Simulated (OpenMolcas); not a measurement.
# One shape, several levels: doublet CH3AlF2O+

Aim: a comparison of 6 runs (UHF/STO-3G, UHF/3-21G, UHF/6-31G*, U-revPBE/6-31G*, UM06-L/6-31G*, ROCCSD(T)/6-31G*) of doublet CH3AlF2O+. 

The calculation is run with OpenMolcas 26.06.

1 further run of the same task is left out (set aside as unsound or not needed).

**1. The structure to begin with**

The species is CH3AlF2O+ (8 atoms), meant as a doublet with charge +1. As SMILES of the parent species, `C[O][Al]([F])[F]`. Geometry: relaxed at PBE0-D4/def2-TZVP. That shape belongs to the parent species and isn't relaxed for this state.

Bond lengths: C1–O2 1.401 Å, O2–Al3 1.661 Å, Al3–F4 1.634 Å, Al3–F5 1.639 Å, C1–H6 1.095 Å, C1–H7 1.094 Å, C1–H8 1.094 Å. Angles: C1–O2–Al3 136.9°, O2–Al3–F4 119.6°, O2–Al3–F5 122.1°, F4–Al3–F5 118.3°, O2–C1–H6 112.5°, O2–C1–H7 109.7°, O2–C1–H8 109.7°, H6–C1–H7 108.4°, H6–C1–H8 108.4°, H7–C1–H8 108.1°.

**2. The energy at UHF/STO-3G (run 1)**

Input file run.input:

```
&GATEWAY
BasLib = $CurrDir
BasisSet
C.STO-3G....
C1 -0.239000 0.900700 0.881500 angstrom
End of Basis
BasisSet
O.STO-3G....
O2 -0.459800 -0.316300 0.222600 angstrom
End of Basis
BasisSet
Al.STO-3G....
Al3 0.227600 -1.156300 -1.035300 angstrom
End of Basis
BasisSet
F.STO-3G....
F4 -0.392600 -2.602700 -1.474500 angstrom
F5 1.520300 -0.581200 -1.861800 angstrom
End of Basis
BasisSet
H.STO-3G....
H6 0.609600 1.454200 0.465200 angstrom
H7 -0.042800 0.715700 1.941600 angstrom
H8 -1.131100 1.528900 0.804800 angstrom
End of Basis
&SEWARD
&SCF
UHF
Charge = 1
Spin = 2
Thresholds = 1e-10 1e-07 1e-07 1e-05
PrOrbitals = 1 1
```

The basis set STO-3G is read from a file made from the Basis Set Exchange's data (not shown).

On the command line:

```
$ export MOLCAS_MEM=1860
$ pymolcas run.input > run.log
```

Standard output:

```text
--- Start Module: gateway ---
[...]
--- Stop Module: gateway /rc=_RC_ALL_IS_WELL_ ---
--- Start Module: seward ---
[...]
      Basis functions           32
--- Stop Module: seward /rc=_RC_ALL_IS_WELL_ ---
--- Start Module: scf ---
[...]
       Convergence after  42 Iterations
[...]
::    Total SCF energy                               -547.9898110055
[...]
      Total spin, S                                     0.5031395104
[...]
      Total electronic charge=   47.000000
      Total            charge=    1.000000
[...]
      Dipole Moment (debye):
      Origin of the operator (angstrom)=    0.1747   -0.8564   -0.7703
                   X= -1.6271E+00               Y=  4.1801E+00               Z=  4.5442E+00           Total=  6.3852E+00
      Center of Charge (angstrom)
[...]
--- Stop Module: scf /rc=_RC_ALL_IS_WELL_ ---
[...]
```

Run time: 1.6 s. Hardware: 1 thread of Intel Xeon 6975P-C (Granite Rapids), shared host; peak memory 0.37 GiB.

**3. The energy at UHF/3-21G (run 2)**

Input file test.input:

```
* CH3AlF2O Hartree-Fock
&GATEWAY
BasLib = $CurrDir
Coord
8
angstrom
C       -0.239000       0.900700       0.881500
O       -0.459800      -0.316300       0.222600
Al       0.227600      -1.156300      -1.035300
F       -0.392600      -2.602700      -1.474500
F        1.520300      -0.581200      -1.861800
H        0.609600       1.454200       0.465200
H       -0.042800       0.715700       1.941600
H       -1.131100       1.528900       0.804800
Basis = 3-21G
Group = NoSym
&SEWARD
&SCF
UHF
Charge = 1
Spin = 2
Thresholds = 1e-10 1e-07 1e-07 1e-05
PrOrbitals = 1 1
```

The basis set 3-21G is read from a file made from the Basis Set Exchange's data (not shown).

On the command line:

```
$ export MOLCAS_MEM=1860
$ pymolcas test.input > test.log
```

Standard output:

```text
--- Start Module: gateway ---
[...]
--- Stop Module: gateway /rc=_RC_ALL_IS_WELL_ ---
--- Start Module: seward ---
[...]
      Basis functions           55
--- Stop Module: seward /rc=_RC_ALL_IS_WELL_ ---
--- Start Module: scf ---
[...]
       Convergence after  57 Iterations
[...]
::    Total SCF energy                               -552.0812561611
[...]
      Total spin, S                                     0.5037766526
[...]
      Total electronic charge=   47.000000
      Total            charge=    1.000000
[...]
      Dipole Moment (debye):
      Origin of the operator (angstrom)=    0.1747   -0.8564   -0.7703
                   X= -1.9610E+00               Y=  5.9812E+00               Z=  6.1513E+00           Total=  8.8010E+00
      Center of Charge (angstrom)
[...]
--- Stop Module: scf /rc=_RC_ALL_IS_WELL_ ---
[...]
```

Run time: 4.2 s. Hardware: 1 thread of Intel Xeon 6975P-C (Granite Rapids), shared host; peak memory 0.39 GiB.

**4. The energy at UHF/6-31G(d) (spherical functions) (run 3)**

Input file run.input:

```
* CH3AlF2O Hartree-Fock

&GATEWAY
 BasLib=$CurrDir
 Coord
 8
 bohr
 C     -0.45164454     1.70207632     1.66579358
 O     -0.86889607    -0.59772037     0.42065304
 Al     0.43010167    -2.18509032    -1.95643346
 F     -0.74190648    -4.91839018    -2.78640117
 F      2.87295063    -1.09830882    -3.51829210
 H      1.15197705     2.74803973     0.87910059
 H     -0.08088028     1.35247699     3.66909224
 H     -2.13746922     2.88920227     1.52085159
 Basis=6-31Gs
 Group=NoSym

&SEWARD

&SCF
 UHF
 Charge=1
 Spin=2
 Thresholds=1e-10 1e-07 1e-07 1e-05
 PrOrbitals=1 1
```

The basis set 6-31G* is read from a file made from the Basis Set Exchange's data (not shown).

On the command line:

```
$ export MOLCAS_MEM=1860
$ pymolcas run.input > run.log
```

Standard output:

```text
--- Start Module: gateway ---
[...]
--- Stop Module: gateway /rc=_RC_ALL_IS_WELL_ ---
--- Start Module: seward ---
[...]
      Basis functions           80
--- Stop Module: seward /rc=_RC_ALL_IS_WELL_ ---
[...]
--- Start Module: scf ---
[...]
       Convergence after  57 Iterations
[...]
::    Total SCF energy                               -555.0738768627
[...]
      Total spin, S                                     0.5049125387
[...]
      Total electronic charge=   47.000000
      Total            charge=    1.000000
[...]
      Dipole Moment (debye):
      Origin of the operator (angstrom)=    0.1747   -0.8564   -0.7703
                   X= -2.0965E+00               Y=  5.6870E+00               Z=  6.0703E+00           Total=  8.5782E+00
      Center of Charge (angstrom)
[...]
--- Stop Module: scf /rc=_RC_ALL_IS_WELL_ ---
[...]
```

Run time: 11 s. Hardware: 1 thread of Intel Xeon 6975P-C (Granite Rapids), shared host; peak memory 0.45 GiB.

Runs 4 to 5 aren't shown in full; the table further down has their settings and results.

**5. The energy at ROCCSD(T)/6-31G(d) (spherical functions) (run 6)**

Input file run.input:

```
&GATEWAY
 BasLib = $CurrDir
 Coord
 8
 angstrom
 C       -0.239000       0.900700       0.881500
 O       -0.459800      -0.316300       0.222600
 Al       0.227600      -1.156300      -1.035300
 F       -0.392600      -2.602700      -1.474500
 F        1.520300      -0.581200      -1.861800
 H        0.609600       1.454200       0.465200
 H       -0.042800       0.715700       1.941600
 H       -1.131100       1.528900       0.804800
 Basis = 6-31Gs
 Group = NoSym

&SEWARD

&SCF
 UHF
 Charge = 1
 Spin = 2
 Thresholds = 1e-10 1e-07 1e-07 1e-05
 PrOrbitals = 1 1

&RASSCF
 FileOrb = $Project.UnaOrb
 Spin = 2
 Nactel = 1 0 0
 Inactive = 23
 Ras2 = 1
 OutOrbitals = Canonical
 OrbListing = Few

&MOTRA
 JobIph
 Frozen = 9

&CCSDT
 CCT
 Triples = 3
 Iterations = 80
 Accuracy = 1e-08
 Extrapolation = 5 4
```

The basis set 6-31G* is read from a file made from the Basis Set Exchange's data (not shown).

On the command line:

```
$ export MOLCAS_MEM=1860
$ pymolcas run.input > run.log
```

Standard output:

```text
--- Start Module: gateway ---
[...]
--- Stop Module: gateway /rc=_RC_ALL_IS_WELL_ ---
[...]
      Basis functions           80
[...]
       Convergence after  57 Iterations
[...]
::    Total SCF energy                               -555.0738768615
[...]
      Total spin, S                                     0.5049125387
[...]
      Number of active orbitals                  1
[...]
      Spin quantum number                      0.5
[...]
      Active orbitals                            1
[...]
      Number of CSFs                             1
[...]
      Number of root(s) required                 1
[...]
      Convergence after  9 iterations
[...]
      printout of CI-coefficients larger than  0.05 for root  1
      energy=    -555.068649
      conf/sym  1     Coeff  Weight
             1  u   1.00000 1.00000
      Natural orbitals and occupation numbers for root  1
      sym 1:   1.000000
      ************************************************************************************************************************
      *                                                    Final results                                                     *
[...]
::    RASSCF root number  1 Total energy:   -555.06864870
[...]
      Total electronic charge=   47.000000
      Total            charge=    1.000000
[...]
      Dipole Moment (debye):
      Origin of the operator (angstrom)=    0.1747   -0.8564   -0.7703
                   X= -2.0938E+00               Y=  5.6414E+00               Z=  6.0351E+00           Total=  8.5225E+00
      Center of Charge (angstrom)
[...]
--- Start Module: motra ---
[...]
--- Start Module: ccsdt ---
[...]
      Convergence after                    30  Iterations
      Total energy (diff) :    -555.76320782       0.00000001
[...]
 METHOD                       : CCSD+T(CCSD)+<T3(1)WT1>+<T3(1)UT2> = CCSD(T)
[...]
       CCSD     =      -555.7632078229020
[...]
```

Run time: 58 s. Hardware: 1 thread of Intel Xeon 6975P-C (Granite Rapids), shared host; peak memory 0.45 GiB.

**6. Overview of the runs**

| run | level | integration grid | frozen core orbitals | energy (Eh) | HOMO energy (eV) | LUMO energy (eV) | ⟨S²⟩ | wall time |
| --- | --- | --- | --- | --- | --- | --- | --- | --- |
| 1 | UHF/STO-3G | – | – | -547.989811 | -16.44 | -3.39 | 0.756 | 1.6 s |
| 2 | UHF/3-21G | – | – | -552.081256 | -21.13 | -7.87 | 0.758 | 4.2 s |
| 3 | UHF/6-31G* (spherical functions) | – | – | -555.073877 | -21.38 | -8.14 | 0.760 | 11 s |
| 4 | U-revPBE/6-31G* (spherical functions) | UltraFine | – | -556.843081 | -14.36 | -14.29 | 0.752 | 76 s |
| 5 | UM06-L/6-31G* (spherical functions) | UltraFine | – | -556.963251 | -14.72 | -14.52 | 0.754 | 80 s |
| 6 | ROCCSD(T)/6-31G* (spherical functions) | – | 9 | -555.776986 | – | – | – | 58 s |

**7. Summary of results**

| quantity | value |
| --- | --- |
| run 6: total energy | -555.77699 Eh |
| run 6: (T) correction | -13.78 mEh |

**Reading.** Totals of different functionals can't be ranked against each other. In run 1 the basis is minimal, so the values are rough. All runs together took 3.8 min, the longest 80 s.
